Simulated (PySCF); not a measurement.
# TaH5: one geometry, several methods

How much do the numbers for TaH5 (singlet) hang on the method? All levels run at one geometry, the PBE0 minimum.

Computed with PySCF 2.14.0. Level: several methods, basis Ta def2-TZVP with ECP60, H def2-TZVP, scalar-relativistic core potentials, no spin–orbit coupling, density fitting.

## Step 1: Where the work starts

6 atoms, charge 0, spin multiplicity 1.

Bond lengths: Ta1–H2 1.754 Å, Ta1–H3 1.754 Å, Ta1–H4 1.754 Å, Ta1–H5 1.754 Å, Ta1–H6 1.790 Å. Angles: H2–Ta1–H3 124.0°, H2–Ta1–H4 77.3°, H2–Ta1–H5 77.3°, H2–Ta1–H6 118.0°, H3–Ta1–H4 77.3°, H3–Ta1–H5 77.3°, H3–Ta1–H6 118.0°, H4–Ta1–H5 124.0°, H4–Ta1–H6 118.0°, H5–Ta1–H6 118.0°.

Z-matrix (Å, degrees; charge 0 multiplicity 1):
```
Ta
H  1 1.7540
H  1 1.7540 2 123.99
H  1 1.7540 2 77.26 3 64.85
H  1 1.7540 2 77.26 3 -64.85
H  1 1.7901 2 118.01 3 -180.00
```

## Step 2: Fields at the lowest minimum

The plane holds Ta1 at (0.00, 0.00), H2 at (1.75, 0.00), H3 at (-0.98, 1.45), H6 at (-0.84, -1.58) Å. Columns run from x = -2.85 to 4.05 Å, rows from y = 3.75 (top) to -3.45 Å, in steps of 0.3 Å. Electrons inside core potentials are absent.

Density (cut at 5 e/Å³):

Ten steps from '0' (0.000 e/Å³) to '9' (5.000 e/Å³), finer at the low end (step k begins (100^(k/10) - 1)/99 of the way up):
```
000000000000000000000000
000000000000000000000000
000000000000000000000000
000000000000000000000000
000000110000000000000000
000011221100000000000000
000123443210000000000000
000135664311000000000000
000135775421100000000000
000135665543211111000000
000123567776433322100000
000013479999655543100000
000012489229766764210000
000012489129866764210000
000012469999655543100000
000013456776433332100000
000123566543222111000000
000124676432111000000000
000124676421000000000000
000123554321000000000000
000012332210000000000000
000001111100000000000000
000000000000000000000000
000000000000000000000000
000000000000000000000000
```

ELF (0 where the density is under 0.005 e/Å³):

Ten even steps from '0' (0.00) to '9' (1.00):
```
000000000000000000000000
000000000000000000000000
000000000000000000000000
000079987300000000000000
000999999610000000000000
008999999820000000000000
009999999830000000000000
079999999820000000000000
079999999500000245400000
059999996210003799970000
025899855675117999996000
001243358888439999998000
000000388008659999999000
000000278008659999999000
000011147788659999999000
001466533576338999997000
006999996321015999980000
059999999830001578700000
009999999972000120000000
009999999994000000000000
008999999995000000000000
000999999995000000000000
000099999970000000000000
000000888000000000000000
000000000000000000000000
```

Electrostatic potential (cut at 20 V):

Ten steps from '0' (-0.47 V) to '9' (20.00 V), finer at the low end (step k begins (100^(k/10) - 1)/99 of the way up):
```
211111111111111111111112
111110000011111111111111
111100000011111111111111
111100000011111111111111
111111111112222111111111
211123443223332211111111
221246775444443211111111
222358997666554311000111
223359998777764321000011
333457999999875421000011
334456899999986543100011
344567999999987875310011
445568999999999997420011
445678999999999997421111
445567999999997875321111
344567899999986654221111
334456789999876543222222
333347998777765443222222
333347999666665443322222
222246897555554443322222
222234555444444433332222
222222333334444333332222
222222222233333333333222
222222222233333333333222
222222222233333333333222
```

Values on the line from Ta1 (at 0) through H2 (at 1.754 Å):

```tsv
distance (Å)	density (e/Å³)	ELF	electrostatic potential (V)
0.70	2.6	0.739	56
0.88	1.27	0.507	28.7
1.05	0.88	0.595	16.2
1.23	0.899	0.92	12.1
1.40	1.15	0.995	17.9
1.58	1.7	1	53.6
1.84	1.95	1	134
2.02	0.928	1	27.6
2.19	0.438	1	9.47
2.37	0.213	1	3.49
2.54	0.106	1	1.17
2.72	0.0544	0.999	0.225
```

Making the fields needed 1.2 s of wall time on 2 threads of Arm Neoverse V1, shared host.

## Step 3: PBE0

The steps are one call of a driver around PySCF; scf.py gives each level's set-up. Each SCF starts from the density of the minimum. The driver also runs the species with one electron less or more at the same geometry; their logs are not shown.

Contents of scf.py:

```python
from pyscf import gto, scf, dft
mol = gto.M(atom='''
Ta    -0.004082    -0.006962     0.000000
H      0.412471     0.703497     1.548583
H      0.412471     0.703497    -1.548583
H      1.748367    -0.079759    -0.000000
H     -0.923424     1.486754    -0.000000
H     -0.909478    -1.551174     0.000000''',
    basis={'Ta': 'def2-TZVP', 'H': 'def2-TZVP'},
    ecp={'Ta': 'def2-TZVP'},
    charge=0, spin=0)
mf = dft.RKS(mol, xc='PBE0')
mf.grids.atom_grid = (75, 302)
aux = {'Ta': 'def2-universal-JKFIT', 'H': 'def2-universal-JKFIT'}
mf = mf.density_fit(auxbasis=aux)
mf.conv_tol = 1e-08
mf.diis_space = 10
mf.max_cycle = 60
mf.verbose = 4
mf.kernel()
```

Command:

```bash
$ OMP_NUM_THREADS=2 python axn.py task.json out
```

Output:

```text
init E= -59.8699169976703
  HOMO = -0.32033010308658  LUMO = -0.108283896639224  gap/eV = 5.77007
cycle= 1 E= -59.8699169976549  delta_E= 1.54e-11  |g|= 1.3e-05  |ddm|= 1.88e-05
  HOMO = -0.320330853784193  LUMO = -0.108286937914666  gap/eV = 5.77001
Extra cycle  E= -59.8699169976102  delta_E= 4.47e-11  |g|= 1.77e-05  |ddm|= 2.54e-05
converged SCF energy = -59.8699169976102
```

This level, with the species of one electron less or more, took 2.2 s.

| Item | Value |
| --- | --- |
| energy | -59.869917 Eh |
| one electron less (charge +1) | -59.467114 Eh (doublet, ⟨S²⟩ 0.77) |
| one electron more (charge -1) | -59.908336 Eh (doublet, ⟨S²⟩ 0.76) |
| Mulliken charge of Ta1 | +0.34 e |

## Step 4: HF

scf.py: that of step 3 with these lines changed.

```diff
@@ -12,2 +12 @@
-mf = dft.RKS(mol, xc='PBE0')
-mf.grids.atom_grid = (75, 302)
+mf = scf.RHF(mol)
```

Output:

```text
init E= -59.159083580368
  HOMO = -0.420243922688327  LUMO = 0.0515177455349576  gap/eV = 12.83729
cycle= 1 E= -59.1750572276812  delta_E= -0.016  |g|= 0.105  |ddm|= 0.323
  HOMO = -0.446655722132483  LUMO = 0.0212771154292379  gap/eV = 12.73310
cycle= 2 E= -59.1776113079355  delta_E= -0.00255  |g|= 0.0449  |ddm|= 0.168
  HOMO = -0.437634712403352  LUMO = 0.0346180832526524  gap/eV = 12.85065
cycle= 3 E= -59.178339946607  delta_E= -0.000729  |g|= 0.0124  |ddm|= 0.0503
  HOMO = -0.439122806330134  LUMO = 0.0331196707687703  gap/eV = 12.85037
cycle= 4 E= -59.1784360062013  delta_E= -9.61e-05  |g|= 0.00203  |ddm|= 0.0258
  HOMO = -0.439305984093936  LUMO = 0.0330110664535646  gap/eV = 12.85240
cycle= 5 E= -59.1784406339531  delta_E= -4.63e-06  |g|= 0.00059  |ddm|= 0.00636
  HOMO = -0.43923774871565  LUMO = 0.032997050315977  gap/eV = 12.85016
cycle= 6 E= -59.1784408819615  delta_E= -2.48e-07  |g|= 0.000135  |ddm|= 0.00127
  HOMO = -0.439231230699279  LUMO = 0.0330062028835391  gap/eV = 12.85024
cycle= 7 E= -59.1784409032699  delta_E= -2.13e-08  |g|= 3.22e-05  |ddm|= 0.000325
  HOMO = -0.439225597817026  LUMO = 0.0330077853079224  gap/eV = 12.85012
cycle= 8 E= -59.1784409049097  delta_E= -1.64e-09  |g|= 7.35e-06  |ddm|= 9.62e-05
  HOMO = -0.439225119989142  LUMO = 0.0330083094680038  gap/eV = 12.85013
Extra cycle  E= -59.1784409049743  delta_E= -6.47e-11  |g|= 3.87e-06  |ddm|= 1.23e-05
converged SCF energy = -59.1784409049743
```

This level, with the species of one electron less or more, took 0.6 s.

* energy: -59.178441 Eh
* one electron less (charge +1): -58.778818 Eh (doublet, ⟨S²⟩ 0.88)
* one electron more (charge -1): -59.198211 Eh (doublet, ⟨S²⟩ 0.76)
* Mulliken charge of Ta1: +0.69 e

## Step 5: PBE

scf.py: that of step 4 with these lines changed.

```diff
@@ -12 +12,2 @@
-mf = scf.RHF(mol)
+mf = dft.RKS(mol, xc='PBE')
+mf.grids.atom_grid = (75, 302)
```

Output:

```text
init E= -59.9060382672094
  HOMO = -0.274740012377318  LUMO = -0.156390303891911  gap/eV = 3.22046
cycle= 1 E= -59.9054013865759  delta_E= 0.000637  |g|= 0.0953  |ddm|= 0.169
  HOMO = -0.262485989901085  LUMO = -0.125583663148985  gap/eV = 3.72530
cycle= 2 E= -59.890675905526  delta_E= 0.0147  |g|= 0.228  |ddm|= 0.289
  HOMO = -0.272622815224449  LUMO = -0.149959201823362  gap/eV = 3.33785
cycle= 3 E= -59.9081950554353  delta_E= -0.0175  |g|= 0.00625  |ddm|= 0.218
  HOMO = -0.272036210876723  LUMO = -0.148977456881155  gap/eV = 3.34860
cycle= 4 E= -59.9082090252754  delta_E= -1.4e-05  |g|= 0.00111  |ddm|= 0.00718
  HOMO = -0.271934245599979  LUMO = -0.148903728949968  gap/eV = 3.34783
cycle= 5 E= -59.9082094120612  delta_E= -3.87e-07  |g|= 0.000327  |ddm|= 0.00128
  HOMO = -0.271988255693992  LUMO = -0.148943356815452  gap/eV = 3.34822
cycle= 6 E= -59.9082094402457  delta_E= -2.82e-08  |g|= 4.07e-05  |ddm|= 0.000283
  HOMO = -0.271988831013634  LUMO = -0.148942036538516  gap/eV = 3.34827
cycle= 7 E= -59.908209441022  delta_E= -7.76e-10  |g|= 5.98e-06  |ddm|= 5.53e-05
  HOMO = -0.271986408718125  LUMO = -0.148939107522972  gap/eV = 3.34829
Extra cycle  E= -59.9082094409734  delta_E= 4.86e-11  |g|= 1.37e-05  |ddm|= 2.03e-05
converged SCF energy = -59.9082094409734
```

This level, with the species of one electron less or more, took 23 s.

| Property | Result |
| --- | --- |
| energy | -59.908209 Eh |
| one electron less (charge +1) | -59.515948 Eh (doublet, ⟨S²⟩ 0.76) |
| one electron more (charge -1) | -59.943078 Eh (doublet, ⟨S²⟩ 0.76) |
| Mulliken charge of Ta1 | +0.28 e |

## Step 6: B3LYP

scf.py: that of step 5 with these lines changed.

```diff
@@ -12 +12 @@
-mf = dft.RKS(mol, xc='PBE')
+mf = dft.RKS(mol, xc='B3LYP')
```

Output:

```text
init E= -59.9286345792249
  HOMO = -0.311897691337966  LUMO = -0.115883500894505  gap/eV = 5.33382
cycle= 1 E= -59.9294620504019  delta_E= -0.000827  |g|= 0.0165  |ddm|= 0.12
  HOMO = -0.315635326482547  LUMO = -0.123459173519617  gap/eV = 5.22938
cycle= 2 E= -59.9292384798893  delta_E= 0.000224  |g|= 0.0324  |ddm|= 0.0471
  HOMO = -0.313572477616836  LUMO = -0.119145439931564  gap/eV = 5.29063
cycle= 3 E= -59.929569583827  delta_E= -0.000331  |g|= 0.00215  |ddm|= 0.0293
  HOMO = -0.313366298305107  LUMO = -0.118939513641498  gap/eV = 5.29062
cycle= 4 E= -59.9295707517068  delta_E= -1.17e-06  |g|= 0.000942  |ddm|= 0.0022
  HOMO = -0.313404699640537  LUMO = -0.11889832423345  gap/eV = 5.29279
cycle= 5 E= -59.9295709928945  delta_E= -2.41e-07  |g|= 3.64e-05  |ddm|= 0.000731
  HOMO = -0.313401573188831  LUMO = -0.118895179344688  gap/eV = 5.29279
cycle= 6 E= -59.9295709933251  delta_E= -4.31e-10  |g|= 5.01e-06  |ddm|= 6.37e-05
  HOMO = -0.313400667731432  LUMO = -0.118893582406796  gap/eV = 5.29281
Extra cycle  E= -59.9295709933171  delta_E= 7.96e-12  |g|= 7.32e-06  |ddm|= 1.39e-05
converged SCF energy = -59.9295709933171
```

This level, with the species of one electron less or more, needed 3.9 s of wall time on 2 threads of Arm Neoverse V1, shared host.

| Item | Value |
| --- | --- |
| energy | -59.929571 Eh |
| one electron less (charge +1) | -59.525210 Eh (doublet, ⟨S²⟩ 0.77) |
| one electron more (charge -1) | -59.966574 Eh (doublet, ⟨S²⟩ 0.75) |
| Mulliken charge of Ta1 | +0.45 e |

## Step 7: r2SCAN

scf.py: that of step 6 with these lines changed.

```diff
@@ -12,2 +12,2 @@
-mf = dft.RKS(mol, xc='B3LYP')
-mf.grids.atom_grid = (75, 302)
+mf = dft.RKS(mol, xc='R2SCAN')
+mf.grids.atom_grid = (90, 434)
```

Output:

```text
init E= -59.9143458808117
  HOMO = -0.286140250515276  LUMO = -0.142573178056855  gap/eV = 3.90666
cycle= 1 E= -59.9151411743218  delta_E= -0.000795  |g|= 0.0259  |ddm|= 0.102
  HOMO = -0.281230372316765  LUMO = -0.133481535678787  gap/eV = 4.02045
cycle= 2 E= -59.914376371971  delta_E= 0.000765  |g|= 0.0541  |ddm|= 0.0717
  HOMO = -0.284200400692835  LUMO = -0.140022670913909  gap/eV = 3.92328
cycle= 3 E= -59.9153207481437  delta_E= -0.000944  |g|= 0.00371  |ddm|= 0.0513
  HOMO = -0.284262286327374  LUMO = -0.13975616839906  gap/eV = 3.93221
cycle= 4 E= -59.9153252651966  delta_E= -4.52e-06  |g|= 0.000908  |ddm|= 0.0034
  HOMO = -0.284181768891599  LUMO = -0.13968291801649  gap/eV = 3.93201
cycle= 5 E= -59.9153255003155  delta_E= -2.35e-07  |g|= 2.63e-05  |ddm|= 0.000789
  HOMO = -0.284178021217838  LUMO = -0.139681274404758  gap/eV = 3.93196
cycle= 6 E= -59.9153255004909  delta_E= -1.75e-10  |g|= 6.7e-06  |ddm|= 5.23e-05
  HOMO = -0.284180354762784  LUMO = -0.13968371155252  gap/eV = 3.93195
Extra cycle  E= -59.9153255004546  delta_E= 3.63e-11  |g|= 1.28e-05  |ddm|= 1.72e-05
converged SCF energy = -59.9153255004546
```

This level, with the species of one electron less or more, took 13 s.

| Quantity | Value |
| --- | --- |
| energy | -59.915326 Eh |
| one electron less (charge +1) | -59.516941 Eh (doublet, ⟨S²⟩ 0.77) |
| one electron more (charge -1) | -59.952737 Eh (doublet, ⟨S²⟩ 0.76) |
| Mulliken charge of Ta1 | +0.43 e |

## Step 8: TPSSh

scf.py: that of step 7 with these lines changed.

```diff
@@ -12 +12 @@
-mf = dft.RKS(mol, xc='R2SCAN')
+mf = dft.RKS(mol, xc='TPSSH')
```

Output:

```text
init E= -59.9034781684037
  HOMO = -0.300564319808476  LUMO = -0.124199224779817  gap/eV = 4.79914
cycle= 1 E= -59.9039943926072  delta_E= -0.000516  |g|= 0.0334  |ddm|= 0.12
  HOMO = -0.302749452217886  LUMO = -0.134809251805665  gap/eV = 4.56989
cycle= 2 E= -59.9028476911893  delta_E= 0.00115  |g|= 0.0695  |ddm|= 0.0932
  HOMO = -0.299211088921263  LUMO = -0.126328026991115  gap/eV = 4.70439
cycle= 3 E= -59.9043791387352  delta_E= -0.00153  |g|= 0.00147  |ddm|= 0.0619
  HOMO = -0.299381232800018  LUMO = -0.126312253403396  gap/eV = 4.70945
cycle= 4 E= -59.9043799233449  delta_E= -7.85e-07  |g|= 0.000234  |ddm|= 0.00176
  HOMO = -0.299391974336352  LUMO = -0.126312600284972  gap/eV = 4.70973
cycle= 5 E= -59.9043799362163  delta_E= -1.29e-08  |g|= 9.82e-05  |ddm|= 0.000254
  HOMO = -0.299376181870174  LUMO = -0.126303230188383  gap/eV = 4.70955
cycle= 6 E= -59.9043799386162  delta_E= -2.4e-09  |g|= 1.27e-05  |ddm|= 8.21e-05
  HOMO = -0.299378334914726  LUMO = -0.126307848998833  gap/eV = 4.70949
Extra cycle  E= -59.9043799384832  delta_E= 1.33e-10  |g|= 2.44e-05  |ddm|= 3.46e-05
converged SCF energy = -59.9043799384832
```

This level, with the species of one electron less or more, took 12 s.

| Quantity | Value |
| --- | --- |
| energy | -59.904380 Eh |
| one electron less (charge +1) | -59.502378 Eh (doublet, ⟨S²⟩ 0.77) |
| one electron more (charge -1) | -59.938961 Eh (doublet, ⟨S²⟩ 0.76) |
| Mulliken charge of Ta1 | +0.42 e |

## Step 9: LC-wPBE

scf.py: that of step 8 with these lines changed.

```diff
@@ -12,2 +12,2 @@
-mf = dft.RKS(mol, xc='TPSSH')
-mf.grids.atom_grid = (90, 434)
+mf = dft.RKS(mol, xc='LC_WPBE')
+mf.grids.atom_grid = (75, 302)
```

Output:

```text
init E= -59.9083559723112
  HOMO = -0.422633087393573  LUMO = -0.0084674696544087  gap/eV = 11.27002
cycle= 1 E= -59.9111836484881  delta_E= -0.00283  |g|= 0.0313  |ddm|= 0.122
  HOMO = -0.427236982274357  LUMO = -0.0192984342043423  gap/eV = 11.10057
cycle= 2 E= -59.9115259618525  delta_E= -0.000342  |g|= 0.0168  |ddm|= 0.0576
  HOMO = -0.42518622788254  LUMO = -0.0142873471325808  gap/eV = 11.18113
cycle= 3 E= -59.9116378745092  delta_E= -0.000112  |g|= 0.00681  |ddm|= 0.0196
  HOMO = -0.426081896724668  LUMO = -0.016090944861725  gap/eV = 11.15642
cycle= 4 E= -59.9116656206412  delta_E= -2.77e-05  |g|= 0.000737  |ddm|= 0.0141
  HOMO = -0.426087407625399  LUMO = -0.0161640507722409  gap/eV = 11.15458
cycle= 5 E= -59.9116664094069  delta_E= -7.89e-07  |g|= 0.000173  |ddm|= 0.00301
  HOMO = -0.426107771860952  LUMO = -0.0161817488770946  gap/eV = 11.15466
cycle= 6 E= -59.9116664220921  delta_E= -1.27e-08  |g|= 4.46e-05  |ddm|= 0.000285
  HOMO = -0.426100963310668  LUMO = -0.0161731191675933  gap/eV = 11.15470
cycle= 7 E= -59.9116664237024  delta_E= -1.61e-09  |g|= 6.82e-06  |ddm|= 0.000121
  HOMO = -0.426100084493744  LUMO = -0.0161728656001312  gap/eV = 11.15469
Extra cycle  E= -59.9116664237568  delta_E= -5.44e-11  |g|= 2.99e-06  |ddm|= 1.74e-05
converged SCF energy = -59.9116664237568
```

This level, with the species of one electron less or more, took 6.5 s.

* energy: -59.911666 Eh
* one electron less (charge +1): -59.494673 Eh (doublet, ⟨S²⟩ 0.78)
* one electron more (charge -1): -59.956258 Eh (doublet, ⟨S²⟩ 0.76)
* Mulliken charge of Ta1: +0.40 e

## Step 10: B97-3

scf.py: that of step 9 with these lines changed.

```diff
@@ -12 +12 @@
-mf = dft.RKS(mol, xc='LC_WPBE')
+mf = dft.RKS(mol, xc='HYB_GGA_XC_B97_3')
```

Output:

```text
init E= -59.9110185689337
  HOMO = -0.323461762467141  LUMO = -0.100251555378844  gap/eV = 6.07386
cycle= 1 E= -59.9113909741632  delta_E= -0.000372  |g|= 0.0168  |ddm|= 0.0897
  HOMO = -0.324866110147899  LUMO = -0.105923195677863  gap/eV = 5.95774
cycle= 2 E= -59.9112530329213  delta_E= 0.000138  |g|= 0.0273  |ddm|= 0.041
  HOMO = -0.323153034212935  LUMO = -0.101875371776191  gap/eV = 6.02127
cycle= 3 E= -59.9114823886465  delta_E= -0.000229  |g|= 0.000348  |ddm|= 0.026
  HOMO = -0.323277952880324  LUMO = -0.101963257623548  gap/eV = 6.02228
cycle= 4 E= -59.911482425209  delta_E= -3.66e-08  |g|= 0.000149  |ddm|= 0.000638
  HOMO = -0.323298901071197  LUMO = -0.101983113383777  gap/eV = 6.02231
cycle= 5 E= -59.9114824302491  delta_E= -5.04e-09  |g|= 7.21e-05  |ddm|= 0.000175
  HOMO = -0.323291828695372  LUMO = -0.1019890593832  gap/eV = 6.02196
Extra cycle  E= -59.9114824299691  delta_E= 2.8e-10  |g|= 7.93e-05  |ddm|= 0.000112
converged SCF energy = -59.9114824299691
```

This level, with the species of one electron less or more, needed 3.7 s of wall time on 2 threads of Arm Neoverse V1, shared host.

| Item | Value |
| --- | --- |
| energy | -59.911482 Eh |
| one electron less (charge +1) | -59.507583 Eh (doublet, ⟨S²⟩ 0.77) |
| one electron more (charge -1) | -59.944084 Eh (doublet, ⟨S²⟩ 0.75) |
| Mulliken charge of Ta1 | +0.47 e |

## Step 11: Comparison of the levels

| level | atomisation energy (kJ/mol) | vertical ionisation energy (eV) | vertical electron affinity (eV) | −ε(HOMO) (eV) | gap (eV) | dipole (D) | wall time |
| --- | --- | --- | --- | --- | --- | --- | --- |
| PBE0 | 1423 | 10.96 | 1.05 | 8.72 | 5.77 | 1.81 | 2.2 s |
| HF | 1020 | 10.87 | 0.54 | 11.95 | 12.85 | 2.13 | 0.6 s |
| PBE | 1451 | 10.67 | 0.95 | 7.40 | 3.35 | 1.70 | 23 s |
| B3LYP | 1460 | 11.00 | 1.01 | 8.53 | 5.29 | 1.79 | 3.9 s |
| r2SCAN | 1462 | 10.84 | 1.02 | 7.73 | 3.93 | 1.82 | 13 s |
| TPSSh | 1532 | 10.94 | 0.94 | 8.15 | 4.71 | 1.88 | 12 s |
| LC-wPBE | 1433 | 11.35 | 1.21 | 11.59 | 11.15 | 1.95 | 6.5 s |
| B97-3 | 1425 | 10.99 | 0.89 | 8.80 | 6.02 | 1.82 | 3.7 s |

Times are for 2 threads of Arm Neoverse V1, shared host; PBE0 starts from its own converged density, so its time is not comparable. A dash stands where a species or a free atom was not run at that level, or the quantity is not defined.

Atomisation goes to high-spin atoms in their ground configurations, run at the same level, without zero-point energy.

## Step 12: Results

| quantity | value |
| --- | --- |
| atomisation energy, range | 1020 (HF) to 1532 (TPSSh) kJ/mol |
| vertical ionisation energy, range | 10.67 (PBE) to 11.35 (LC-wPBE) eV |
| vertical electron affinity, range | 0.54 (HF) to 1.21 (LC-wPBE) eV |
| orbital gap, range | 3.35 (PBE) to 12.85 (HF) eV |

**Reading.** The atomisation energy spreads over 512 kJ/mol, from HF to TPSSh; without a CCSD(T) value for it there is no yardstick here. Without diffuse functions electron affinities tend to come out too low. The stability of the closed-shell solution was not tested. Spin–orbit coupling, left out here, can matter for elements this heavy.
